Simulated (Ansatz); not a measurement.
# CH9AlFNSi: the cost of one run

All numbers below are computed with Ansatz 0.2.0 (UKS r2SCANh/STO-3G).

## 1. The starting structure

Bond lengths: Al1–F2 2.111 Å, Al1–C3 1.983 Å, Al1–N4 1.776 Å, Al1–H5 1.770 Å, Al1–Si6 2.712 Å, C3–H7 1.094 Å, C3–H8 1.094 Å, C3–H9 1.096 Å, N4–H10 1.013 Å, N4–H11 1.012 Å, Si6–H12 1.473 Å, Si6–H13 1.482 Å, Si6–H14 1.474 Å. Angles (14 of 25 angles, heavy atoms first): F2–Al1–C3 113.2°, F2–Al1–N4 105.3°, F2–Al1–Si6 78.4°, C3–Al1–N4 129.6°, C3–Al1–Si6 112.4°, N4–Al1–Si6 106.0°, F2–Al1–H5 35.1°, C3–Al1–H5 119.9°, N4–Al1–H5 110.3°, H5–Al1–Si6 43.4°, Al1–C3–H7 113.1°, Al1–C3–H8 111.9°, Al1–C3–H9 111.2°, Al1–N4–H10 129.0°.

As a file:

```xyz
14

Al   -0.1156    0.3734    0.5332
F    -1.3233    1.6552   -0.6303
C     1.7298    1.0542    0.7836
N    -1.2191   -0.3687    1.7103
H    -0.9275    0.5783   -1.0259
Si   -0.3874   -1.0620   -1.7518
H     1.7648    2.1200    1.0277
H     2.2527    0.5296    1.5891
H     2.3277    0.9240   -0.1259
H    -0.9998   -0.8585    2.5694
H    -2.2253   -0.2762    1.6632
H    -1.6125   -1.7881   -2.1278
H     0.4791   -2.1140   -1.1702
H     0.2566   -0.7670   -3.0445
```

## 2. Run 1

150 steps of 0.5 fs at constant energy, with velocities drawn for 100 K.

Contents of input.yaml:

```yaml
crystal:
  periodic: [false, false, false]
  atoms:
    - { symbol: Al, position_ang: [-0.1156, 0.3734, 0.5332] }
    - { symbol: F, position_ang: [-1.3233, 1.6552, -0.6303] }
    - { symbol: C, position_ang: [1.7298, 1.0542, 0.7836] }
    - { symbol: "N", position_ang: [-1.2191, -0.3687, 1.7103] }
    - { symbol: H, position_ang: [-0.9275, 0.5783, -1.0259] }
    - { symbol: Si, position_ang: [-0.3874, -1.062, -1.7518] }
    - { symbol: H, position_ang: [1.7648, 2.12, 1.0277] }
    - { symbol: H, position_ang: [2.2527, 0.5296, 1.5891] }
    - { symbol: H, position_ang: [2.3277, 0.924, -0.1259] }
    - { symbol: H, position_ang: [-0.9998, -0.8585, 2.5694] }
    - { symbol: H, position_ang: [-2.2253, -0.2762, 1.6632] }
    - { symbol: H, position_ang: [-1.6125, -1.7881, -2.1278] }
    - { symbol: H, position_ang: [0.4791, -2.114, -1.1702] }
    - { symbol: H, position_ang: [0.2566, -0.767, -3.0445] }
magnetization:
  spin_polarized: true
basis:
  gaussian: { orbitals: STO-3G }
hamiltonian:
  xc: r2scanh
md:
  timestep: 0.5
  n_steps: 150
  ensemble: nve
  temperature: 100.0
  initial_velocities: maxwell_boltzmann
  seed: 694896
```

On the command line:

```bash
> ansatz run input.yaml --threads 1 --pin off --max-ram 2048MiB --backend cpu --events-out ev --progress --plain --runs-dir out
```

**Question.** How long does this run take on 1 thread of Intel Xeon 6975P-C (Granite Rapids), shared host, and how much memory does it need?

About 9.9 min, with a peak of 0.24 GiB.
